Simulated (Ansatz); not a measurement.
# GaH4SbSe: how energies converge with the basis set

An exercise on one series of results from a longer session: the logs are not shown, and one member is left open.

Computed with Ansatz 0.2.0, Gaussian basis. Level: one geometry, several basis sets.

The runs, in order: PBE0-D4/def2-SVP; ωB97M-V/def2-SVP; PBE0-D4/def2-QZVPP; ωB97M-V/def2-QZVPP; the functionals' def2-TZVPP values are taken from earlier runs.

## The geometry

An earlier PBE0-D4 in a triple-zeta def2 set relaxation fixed the geometry. Sb takes the def2 core potential; no spin-orbit term is included.

SMILES `[GaH2][SbH][SeH]`, 7 atoms, charge 0, spin multiplicity 1.

Atoms are counted from 1 here; the program's logs count them from 0.

Bond lengths: Ga1–Sb2 2.623 Å, Ga1–H4 1.572 Å, Ga1–H5 1.569 Å, Sb2–Se3 2.566 Å, Sb2–H6 1.718 Å, Se3–H7 1.469 Å. Angles: Sb2–Ga1–H4 117.9°, Sb2–Ga1–H5 120.6°, H4–Ga1–H5 121.5°, Ga1–Sb2–Se3 92.6°, Ga1–Sb2–H6 87.2°, Se3–Sb2–H6 96.5°, Sb2–Se3–H7 93.0°.

The first run:

in.yaml

```yaml
crystal:
  periodic: [false, false, false]
  atoms:
    - {symbol: Ga, position_ang: [-1.136437, 0.772472, -0.950871]}
    - {symbol: Sb, position_ang: [-0.364129, -0.814899, 0.989272]}
    - {symbol: Se, position_ang: [2.038364, -0.934865, 0.094752]}
    - {symbol: H, position_ang: [-2.441673, 1.620865, -0.732038]}
    - {symbol: H, position_ang: [-0.331143, 0.839147, -2.296210]}
    - {symbol: H, position_ang: [-0.147057, 0.596050, 1.944674]}
    - {symbol: H, position_ang: [2.382065, -2.078780, 0.950421]}
basis:
  gaussian: {orbitals: def2-SVP}
hamiltonian: {xc: pbe0, dispersion: d4}
output: {orbitals: {seedname: orbitals}}
```

Command:

```console
> ansatz run in.yaml --threads 4 --pin off --events-out ev --progress --plain --max-ram 10444MiB
```

Steps of the session up to this table: PBE0-D4 in def2-SVP; ωB97M-V in def2-SVP; PBE0-D4 in def2-QZVPP; ωB97M-V in def2-QZVPP.

One of the session's tables, all rows but one given; the rest of the session is left out.

It belongs to the step «Functionals by basis». 

```
functional       basis  HOMO (eV)  LUMO (eV)
   PBE0-D4    def2-SVP      -6.63      -2.07
   PBE0-D4  def2-TZVPP      -6.77      -2.11
   PBE0-D4  def2-QZVPP      -6.78      -2.13
   ωB97M-V    def2-SVP      -8.71      -0.35
   ωB97M-V  def2-TZVPP          ?          ?
   ωB97M-V  def2-QZVPP      -8.88      -0.52
```

Estimate the missing values for ωB97M-V, def2-TZVPP.

**Answer.** HOMO (eV): -8.86; LUMO (eV): -0.42. In the column «HOMO (eV)» it lies between ωB97M-V, def2-QZVPP (-8.88) and ωB97M-V, def2-SVP (-8.71).
